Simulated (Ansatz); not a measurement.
# Al4NiPd3: the cost of one run

Method: DFT PBE, scalar-relativistic, plane waves, PAW, unless a step names another level, in Ansatz 0.2.0.

2 further runs of the same task are left out: 1 that didn't finish, 1 set aside as unsound or not needed.

## (1) The system as given

Symmetry: Im-3m, No. 229, cubic system. The conventional cell has a = 6.075 Å, b = 6.075 Å, c = 6.075 Å, α = 90.00°, β = 90.00°, γ = 90.00°. Al (site symmetry -3m) is surrounded by 2 Ni at 2.63 Å and 6 Pd at 2.63 Å. Around Ni (site symmetry m-3m) lie 8 Al at 2.63 Å. Pd (site symmetry 4/mmm) has 8 Al at 2.63 Å as nearest neighbours.

As a file:

```cif
data_structure
_symmetry_space_group_name_H-M 'P 1'
_symmetry_Int_Tables_number 1
_cell_length_a 5.2608
_cell_length_b 5.2608
_cell_length_c 5.2608
_cell_angle_alpha 109.471
_cell_angle_beta 109.471
_cell_angle_gamma 109.471
_cell_volume 112.08
loop_
_atom_site_label
_atom_site_type_symbol
_atom_site_fract_x
_atom_site_fract_y
_atom_site_fract_z
_atom_site_occupancy
Al1 Al 0.50000 0.50000 0.50000 1
Al2 Al 0.00000 0.50000 0.00000 1
Al3 Al 0.50000 0.00000 0.00000 1
Al4 Al 0.00000 0.00000 0.50000 1
Ni1 Ni 0.00000 0.00000 0.00000 1
Pd1 Pd 0.50000 0.00000 0.50000 1
Pd2 Pd 0.00000 0.50000 0.50000 1
Pd3 Pd 0.50000 0.50000 0.00000 1
```

The cell was relaxed beforehand at this level, from a generated guess; it is a trial structure. At a tolerance of 0.05 Å it has space group Im-3m (No. 229); it has 14.01 Å³/atom, an uncorrected energy of -0.78 eV/atom over the elements.

## (2) Static run: bands, density of states and charges

Contents of input.yaml:

```yaml
crystal:
  lattice:
    - [-3.0373203167, 3.0373203167, 3.0373203167]
    - [3.0373203167, -3.0373203167, 3.0373203167]
    - [3.0373203167, 3.0373203167, -3.0373203167]
  atoms:
    - { symbol: Al, position: [0.5, 0.5, 0.5] }
    - { symbol: Al, position: [0.0, 0.5, 0.0] }
    - { symbol: Al, position: [0.5, 0.0, 0.0] }
    - { symbol: Al, position: [0.0, 0.0, 0.5] }
    - { symbol: Ni, position: [0.0, 0.0, 0.0] }
    - { symbol: Pd, position: [0.5, 0.0, 0.5] }
    - { symbol: Pd, position: [0.0, 0.5, 0.5] }
    - { symbol: Pd, position: [0.5, 0.5, 0.0] }
basis:
  ecutwfc: 420
kpoints:
  mp_grid: { grid: [10, 10, 10] }
  band_path:
    path:
      - [[0.0, 0.0, 0.0], [0.5, -0.5, 0.5], [0.0, 0.0, 0.5], [0.0, 0.0, 0.0], [0.25, 0.25, 0.25], [0.5, -0.5, 0.5]]
      - [[0.25, 0.25, 0.25], [0.0, 0.0, 0.5]]
    npoints: 14
hamiltonian:
  xc: pbe
scf:
  occupations: { method: gaussian, width: 0.1 }
  n_extra_bands: 20
output:
  forces: true
  stress: true
  eigenvalues: true
  populations: true
  dos: { projected: true, de: 0.02, nscf_kmesh: { grid: [12, 12, 12] } }
  bader: true
  write_density: true
  write_potential: true
  elf: true
  volumetric_format: npy
```

The run is started by

```console
$ ansatz run input.yaml --threads 1 --pin off --max-ram 2560MiB --backend cpu --events-out ev --progress --plain --runs-dir out
```

What time and memory should one allow on 1 thread of AMD EPYC, shared host?

About 4.8 min, with a peak of 0.71 GiB.
